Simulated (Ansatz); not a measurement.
# Cd2S (P3m1) in Ansatz: convergence with scf convergence dr2 threshold

Aim: find how far scf convergence dr2 threshold must go before the results for Cd2S settle, at r2SCAN. This setting moves, with any that are tied to it; all else stays.

Everything below comes from runs of Ansatz 0.2.0. Logs are shortened: lines on timing, memory, paths and dates and some standing lists are left out, and cuts for length are marked.

### 1 Starting point

It takes space group P3m1 (No. 156, trigonal). The conventional cell has a = 3.963 Å, b = 3.963 Å, c = 5.809 Å, α = 90.00°, β = 90.00°, γ = 120.00°. Cd (site symmetry 3m) is surrounded by 1 S at 2.52 Å. Cd (site symmetry 3m) is surrounded by 3 S at 2.60 Å. Around S (site symmetry 3m) lie 4 Cd at 2.52 to 2.60 Å.

The cell comes from a database or a generator and needn't be the stable form of this composition.

### 2 With scf convergence dr2 threshold 0.01

Input file input.yaml:

```yaml
crystal:
  lattice:
    - [3.962670049, 0.0, 0.0]
    - [-1.9813350245, 3.4317729293, 0.0]
    - [0.0, 0.0, 5.809192]
  atoms:
    - { symbol: Cd, position: [0.3333333333, 0.6666666667, 0.932717] }
    - { symbol: Cd, position: [0.6666666667, 0.3333333333, 0.578735] }
    - { symbol: S, position: [0.3333333333, 0.6666666667, 0.365705] }
hamiltonian:
  xc: r2scan
  pseudopotentials: { kind: nc, accuracy: stringent }
kpoints:
  mp_grid: { grid: [7, 7, 4] }
scf:
  occupations: { method: methfessel_paxton, width: 0.05 }
  convergence: { dr2_threshold: 0.01 }
output:
  forces: true
  stress: true
  eigenvalues: true
```

Potentials or basis: PseudoDojo stringent (PBE files).

On the command line:

```bash
ansatz run input.yaml --threads 2 --pin off --max-ram 5632MiB --backend cpu --events-out ev --progress --plain --runs-dir out
```

Log:

```text
Warning: hamiltonian.xc reads the kinetic-energy density τ on the library's norm-conserving files, and those of Cd, S were made for PBE. This build holds files of Cd, S that were made for r²SCAN, which a deck under this functional can read where it names no table (hamiltonian.pseudopotentials.accuracy or source), types no xc_functional and has no exact exchange, max_exx_coeff or level of output.embedding that keeps them out. To compare such runs, type hamiltonian.pseudopotentials: {kind: paw, frozen_core: stored} on both or, where PAW refuses one, {kind: nc, accuracy: standard}
Warning: scf.convergence.dr2_threshold = 1e-2 eV is looser than this run's default, which is 1e-7 eV or tighter. The error in the forces grows as the threshold's square root, so leave the key out unless less accurate forces are enough
Warning: output.stress: scf.convergence.dr2_threshold = 1e-2 eV is looser than the 3e-10 eV advised for a printed stress (1e-10 eV for each atom of the cell: 3). What an SCF threshold leaves in a stress goes as its square root, and in the free energy as the threshold itself, and one threshold admits the most on a small cell: of the crystals measured, under no hybrid functional and no lock of the moments, on runs that ended without the residual-converged pass, on stresses that held no estimate of that error, the worst erred by over 100 MPa in a component at 1e-7 eV an atom and by under 5 at 1e-10. Set scf.convergence.dr2_threshold to 3e-10 eV or tighter. The threshold is an SCF's pass mark: one that does not reach it within its budget of iterations ends unconverged, or closes short of it on a stop that the run arms, and scf.convergence.dr2_threshold's page says what that costs each kind of run
Warning: RAYON_NUM_THREADS=2 ignored (pool sized by the plan → 2); use --threads N
Engine: ansatz 0.2.0, x86_64-unknown-linux-gnu
Pseudopotentials: kind: nc
Pseudopotential: Cd, nc, valence charge 20, recommended cutoff 1632.683175 eV (normal), Cd.nc.azcp (PseudoDojo's, or run here from an input of PseudoDojo's; its table is named by hamiltonian.pseudopotentials.accuracy)
Pseudopotential: S, nc, valence charge 6, recommended cutoff 770 eV (normal), S.nc.azcp (PseudoDojo's, or run here from an input of PseudoDojo's; its table is named by hamiltonian.pseudopotentials.accuracy)
Functional definition: r2SCAN
  parameter k0 = 0.174
  parameter k1 = 0.065
  parameter a1 = 4.9479
  exchange = r2scan_x(k0 = k0, k1 = k1, a1 = a1)
  correlation = r2scan_c
Crystal: 3 atoms, lattice volume = 78.999 Å³
Basis set: ecut = 1632.683175 eV, 11805 PW (Γ), exchange–correlation on 216×216×320 points (64 copies of the dense FFT grid, shifted against one another)
Bands: 28, of which v1, the nominal top of the filled ones, is band 23 counted from 1 (22 counted from 0)
Symmetry: 6 space group operations
Space group: P3m1 (ITA 156), of the structure as read, at distance tolerance 4.3e-5 Å
k-points: 28 of 196 (time reversal used)
Non-local potential: Cd, projectors of the file, l = 0: 2, l = 1: 2, l = 2: 2
Non-local potential: S, projectors of the file, l = 0: 2, l = 1: 2, l = 2: 2
Initial density: superposition of atomic densities (chi_scale 0.1, normalization cell, long waves kept (reshape's long-wave potential 0.10 eV rms))
Initial wavefunctions: pseudopotential atomic-orbital guess
Functional: x = r2scan, c = r2scan; τ floored in thin density (d = 2e-4 eV/Å³)
iter 1 solved again at ethr=1.28e-3 eV; its pass at ethr=3.10e-3 eV (dr2=5.88e-1 eV) is discarded
SCF iter   1: F=—  HF=-9910.653310 eV  |F-HF|=—  |Δ(HF+E_count)|=         —  Δρ=3.43e-2  dr2=6.10e-1  dr2_τ=1.49e0  ethr=1.28e-3  ⟨swp⟩=1.0  Hψ=4702  notcnv=0
preconditioner: auto → Resta (q_TF=auto, 2.493 Å⁻¹)  ε∞=4.5  [insulator: Δε(μ)=0.631 eV  Ē_g=12.262 eV  σ=0.050 eV  W_gap=1.00  n_scr=22 (ndim 8)  ℏωp=22.9 eV  f_vac=0.082  D(μ)=-0.00/eV (n_scr^D=0)  ε∞_Penn≈4.5]
SCF iter   2: F=—  HF=-9910.589563 eV  |F-HF|=—  |Δ(HF+E_count)|=   6.37e-2  S|Δr|=    0.00e0  Δρ=1.24e-2  dr2=1.10e-1  dr2_τ=3.61e-1  ethr=1.28e-3  ⟨swp⟩=2.8  Hψ=1319  notcnv=0
SCF iter   3: F=—  HF=-9910.614633 eV  |F-HF|=—  |Δ(HF+E_count)|=   2.51e-2  S|Δr|=    0.00e0  Δρ=5.18e-3  dr2=1.96e-2  dr2_τ=3.89e-2  ethr=2.39e-4  ⟨swp⟩=3.0  Hψ=1434  notcnv=0  defer=24
SCF iter   4: F=-9910.624249 eV  HF=-9910.624275 eV  |F-HF|=2.64e-5  |Δ(HF+E_count)|=   9.64e-3  S|Δr|=    0.00e0  Δρ=1.44e-3  dr2=1.30e-3  dr2_τ=1.85e-3  ethr=2.17e-5  ⟨swp⟩=10.6  Hψ=6046  notcnv=0
solved again in the potential of the output density, the published lower band edge moves by more than its bar of 0.00695 eV — the edges read 7.882 and 8.578 eV as published, apart by 0.695 eV, and 7.875 and 8.580 eV there, apart by 0.704 eV (bands.shift_under_output_density in the report); what that solve read of every published level stands there too (table_levels), under no notice of its own; the gap depends on these edges, and so does fermi_energy_ev where the fill places it by them, and anything measured from that level: a work function, a level alignment, the zero of a density of states (output.eigenvalues, Limitations)
SCF 1 converged in 4 iterations: F = -9910.624249 eV  dr2 = 1.30e-3
SCF converged after 4 iterations
Stability not checked: this state was not tested for a lower state beside it, because cold or Methfessel-Paxton smearing, or corrected tetrahedra, fill the levels in a way that the test cannot read (fill_not_monotonic; see scf.lower_state_search)
Free energy (F): -9910.624249 eV
Harris-Foulkes:  -9910.624275 eV  (|F-HF|=2.64e-5)
Internal energy: -9910.624249 eV  (E = F + TS)
E sigma→0 (E₀):  -9910.624249 eV
Fermi energy:    8.228681 eV
Step filling:    the computed levels leave a gap of 0.6954 eV = 13.9 smearing widths at the electron count; against every level under it full and every level over it empty, smearing changes F+E_penalty+E_count by +1.19e-21 meV and its σ→0 estimate by -2.78e-20 meV
--- Per-component energies (eV) ---
  E_band       = -1052.711223
  E_kinetic    = 3479.064451
  E_local      = -10762.587468  (includes V_loc(G=0)·N_el)
  E_nonlocal   = 607.602518
  E_hartree    = 3462.464302
  E_xc         = -1480.430276
  E_vxc        = -1401.861057  (∫ρ·V_xc dr)
  E_vtau       = 98.658638  (kinetic-family band-sum trace: ∫τ·v_τ [+ j·A + Jᵃ·Aᵃ] dr)
  E_ewald      = -5216.737776
  E_smearing   = 0.000000  (= −TS)
  E_closure    = -0.000000  (closes the sum)
  Σ components = -9910.624249   (vs F -9910.624249, Δ=0.00e0)
--- Forces (eV/Å), atoms counted from 1 ---
  atom   1  Cd     0.00000000     0.00000000     0.01642462
  atom   2  Cd     0.00000000     0.00000000     0.00705250
  atom   3  S      0.00000000    -0.00000000    -0.00407019
  max |Σ_I F_I| component: 1.94e-2 eV/Å
--- Stress (GPa, compression-positive) ---
       -2.009847       0.000000       0.000000
        0.000000      -2.009847       0.000000
        0.000000       0.000000      -2.397346
  P = ⅓ Tr σ = -2.1390 GPa (-21.390 kbar)
--- Band table (eV; the first three rows and the last of 28) ---
  k-point 0: bands = ["-97.6713", "-97.3627", "-57.6130", "-57.6130", "-57.5586", "-57.2881", "-57.2881", "-57.2880", "-5.2888", "-0.6938", "-0.6938", "-0.5874", "-0.5874", "-0.5197", "-0.3019", "-0.3019", "-0.2987", "0.0734", "0.0734", "3.4291", "4.2183", "7.1996", "7.1996", "11.5453", "13.3462", "15.2259", "15.2259", "16.7199"]
  k-point 1: bands = ["-97.6713", "-97.3627", "-57.6130", "-57.6130", "-57.5586", "-57.2881", "-57.2881", "-57.2880", "-5.2347", "-0.7551", "-0.6972", "-0.6972", "-0.6141", "-0.6141", "-0.2676", "-0.2676", "-0.1342", "0.0685", "0.0685", "2.3712", "5.9706", "7.2382", "7.2382", "10.7929", "13.2739", "15.0201", "15.0201", "16.4409"]
  k-point 2: bands = ["-97.6713", "-97.3627", "-57.6130", "-57.6130", "-57.5586", "-57.2881", "-57.2881", "-57.2880", "-5.1777", "-0.9301", "-0.6962", "-0.6962", "-0.6425", "-0.6425", "-0.2345", "-0.2345", "-0.0311", "0.0619", "0.0619", "1.8990", "7.2777", "7.2777", "7.7484", "9.4262", "13.1557", "14.7850", "14.7850", "16.3617"]
  k-point 27: bands = ["-97.6712", "-97.3627", "-57.6137", "-57.6135", "-57.5585", "-57.2887", "-57.2885", "-57.2879", "-4.8010", "-0.8365", "-0.6906", "-0.6100", "-0.5181", "-0.4254", "-0.2700", "-0.2037", "-0.0795", "-0.0298", "0.3145", "4.0070", "4.4866", "5.5065", "7.6019", "9.6123", "10.2681", "13.0951", "14.1943", "15.3411"]
```

Run time: 18 s. Hardware: 2 threads of Intel Xeon 6975P-C (Granite Rapids), shared host; peak memory 1.2 GiB.

What came out:

- Free energy: -9910.6242 eV
- Pressure: -2.1 GPa
- Largest force: 0.016 eV/Å
- Band gap on the k mesh: 0.70 eV, indirect (least direct gap 0.94 eV)

### 3 With scf convergence dr2 threshold 0.001

Edit input.yaml of step 2 so:

```diff
@@ -16,3 +16,3 @@
   occupations: { method: methfessel_paxton, width: 0.05 }
-  convergence: { dr2_threshold: 0.01 }
+  convergence: { dr2_threshold: 0.001 }
 output:
```

Potentials or basis: PseudoDojo stringent (PBE files).

On the command line:

```bash
ansatz run input.yaml --threads 2 --pin off --max-ram 5632MiB --backend cpu --events-out ev --progress --plain --runs-dir out
```

Run time: 18 s. Hardware: 2 threads of Intel Xeon 6975P-C (Granite Rapids), shared host; peak memory 1.2 GiB.

What came out:

* Free energy: -9910.6246 eV
* Pressure: -2.1 GPa
* Largest force: 0.034 eV/Å
* Band gap on the k mesh: 0.70 eV, indirect (least direct gap 0.94 eV)

### 4 With scf convergence dr2 threshold 0.0001

Edit input.yaml of step 3 so:

```diff
@@ -16,3 +16,3 @@
   occupations: { method: methfessel_paxton, width: 0.05 }
-  convergence: { dr2_threshold: 0.001 }
+  convergence: { dr2_threshold: 0.0001 }
 output:
```

On the command line:

```bash
ansatz run input.yaml --threads 2 --pin off --max-ram 5632MiB --backend cpu --events-out ev --progress --plain --runs-dir out
```

It took 17 s on 2 threads of Intel Xeon 6975P-C (Granite Rapids), shared host; peak memory 1.2 GiB.

What came out:

| Quantity | Value |
| --- | --- |
| Free energy | -9910.6246 eV |
| Pressure | -2.1 GPa |
| Largest force | 0.035 eV/Å |
| Band gap on the k mesh | 0.70 eV, indirect (least direct gap 0.94 eV) |

### 5 With scf convergence dr2 threshold 1e-05

Edit input.yaml of step 4 so:

```diff
@@ -16,3 +16,3 @@
   occupations: { method: methfessel_paxton, width: 0.05 }
-  convergence: { dr2_threshold: 0.0001 }
+  convergence: { dr2_threshold: 1.0e-05 }
 output:
```

On the command line:

```bash
ansatz run input.yaml --threads 2 --pin off --max-ram 5632MiB --backend cpu --events-out ev --progress --plain --runs-dir out
```

It took 16 s on 2 threads of Intel Xeon 6975P-C (Granite Rapids), shared host; peak memory 1.2 GiB.

What came out:

* Free energy: -9910.6246 eV
* Pressure: -2.1 GPa
* Largest force: 0.035 eV/Å
* Band gap on the k mesh: 0.70 eV, indirect (least direct gap 0.94 eV)

### 6 With scf convergence dr2 threshold 1e-06

Edit input.yaml of step 5 so:

```diff
@@ -16,3 +16,3 @@
   occupations: { method: methfessel_paxton, width: 0.05 }
-  convergence: { dr2_threshold: 1.0e-05 }
+  convergence: { dr2_threshold: 1.0e-06 }
 output:
```

Potentials or basis: PseudoDojo stringent (PBE files).

On the command line:

```bash
ansatz run input.yaml --threads 2 --pin off --max-ram 5632MiB --backend cpu --events-out ev --progress --plain --runs-dir out
```

Run time: 17 s. Hardware: 2 threads of Intel Xeon 6975P-C (Granite Rapids), shared host; peak memory 1.2 GiB.

The run converged. Its results:

```yaml
Free_energy: -9910.6246 eV
Pressure: -2.1 GPa
Largest_force: 0.035 eV/Å
Band_gap_on_the_k_mesh: 0.70 eV, indirect (least direct gap 0.94 eV)
```

### 7 With scf convergence dr2 threshold 1e-07

Edit input.yaml of step 6 so:

```diff
@@ -16,3 +16,3 @@
   occupations: { method: methfessel_paxton, width: 0.05 }
-  convergence: { dr2_threshold: 1.0e-06 }
+  convergence: { dr2_threshold: 1.0e-07 }
 output:
```

On the command line:

```bash
ansatz run input.yaml --threads 2 --pin off --max-ram 5632MiB --backend cpu --events-out ev --progress --plain --runs-dir out
```

It took 21 s on 2 threads of Intel Xeon 6975P-C (Granite Rapids), shared host; peak memory 1.2 GiB.

The run converged. Its results:

| Quantity | Value |
| --- | --- |
| Free energy | -9910.6246 eV |
| Pressure | -2.1 GPa |
| Largest force | 0.035 eV/Å |
| Band gap on the k mesh | 0.70 eV, indirect (least direct gap 0.94 eV) |

### 8 With scf convergence dr2 threshold 1e-09

Edit input.yaml of step 7 so:

```diff
@@ -16,3 +16,3 @@
   occupations: { method: methfessel_paxton, width: 0.05 }
-  convergence: { dr2_threshold: 1.0e-07 }
+  convergence: { dr2_threshold: 1.0e-09 }
 output:
```

On the command line:

```bash
ansatz run input.yaml --threads 2 --pin off --max-ram 5632MiB --backend cpu --events-out ev --progress --plain --runs-dir out
```

Wall time 21 s (2 threads of Intel Xeon 6975P-C (Granite Rapids), shared host); peak memory 1.2 GiB.

Results (log left out):

```yaml
Free_energy: -9910.6246 eV
Pressure: -2.1 GPa
Largest_force: 0.035 eV/Å
Band_gap_on_the_k_mesh: 0.70 eV, indirect (least direct gap 0.94 eV)
```

### 9 With scf convergence dr2 threshold 1e-11

Edit input.yaml of step 8 so:

```diff
@@ -16,3 +16,3 @@
   occupations: { method: methfessel_paxton, width: 0.05 }
-  convergence: { dr2_threshold: 1.0e-09 }
+  convergence: { dr2_threshold: 1.0e-11 }
 output:
```

Potentials or basis: PseudoDojo stringent (PBE files).

On the command line:

```bash
ansatz run input.yaml --threads 2 --pin off --max-ram 5632MiB --backend cpu --events-out ev --progress --plain --runs-dir out
```

Run time: 23 s. Hardware: 2 threads of Intel Xeon 6975P-C (Granite Rapids), shared host; peak memory 1.3 GiB.

The run converged. Its results:

```yaml
Free_energy: -9910.6246 eV
Pressure: -2.1 GPa
Largest_force: 0.035 eV/Å
Band_gap_on_the_k_mesh: 0.70 eV, indirect (least direct gap 0.94 eV)
```

### 10 The series at a glance

| scf convergence dr2 threshold | energy less the tightest run, at zero smearing (meV/atom) | pressure (GPa) | largest force (eV/Å) | gap on the mesh (eV) | SCF cycles | CPU time (s) | peak memory (GiB) |
| --- | --- | --- | --- | --- | --- | --- | --- |
| 0.01 | 0.11 | -2.14 | 0.016 | 0.695 | 4 | 35 | 1.2 |
| 0.001 | 0.00 | -2.09 | 0.034 | 0.702 | 5 | 35 | 1.2 |
| 0.0001 | 0.00 | -2.10 | 0.035 | 0.702 | 6 | 33 | 1.2 |
| 1e-05 | 0.00 | -2.10 | 0.035 | 0.702 | 6 | 31 | 1.2 |
| 1e-06 | 0.00 | -2.10 | 0.035 | 0.703 | 7 | 34 | 1.2 |
| 1e-07 | 0.00 | -2.10 | 0.035 | 0.703 | 9 | 40 | 1.2 |
| 1e-09 | 0.00 | -2.10 | 0.035 | 0.703 | 11 | 41 | 1.2 |
| 1e-11 | 0.00 | -2.10 | 0.035 | 0.703 | 12 | 45 | 1.3 |

Against the tightest run, the energy stays within 1 meV/atom from 0.01 on; the pressure stays within 0.1 GPa from 0.01 on; the largest force stays within 0.005 eV/Å from 0.001 on; the gap on the mesh stays within 0.01 eV from 0.01 on. The tightest run that finished is the yardstick and may itself not be fully converged.

Caveats: the meta-GGA runs on potentials made for a GGA; odd divisions of the mesh miss points on the zone boundary, where band edges often lie, so the gap on the mesh can be too wide; the potentials were made for another functional, which shifts forces and pressure.
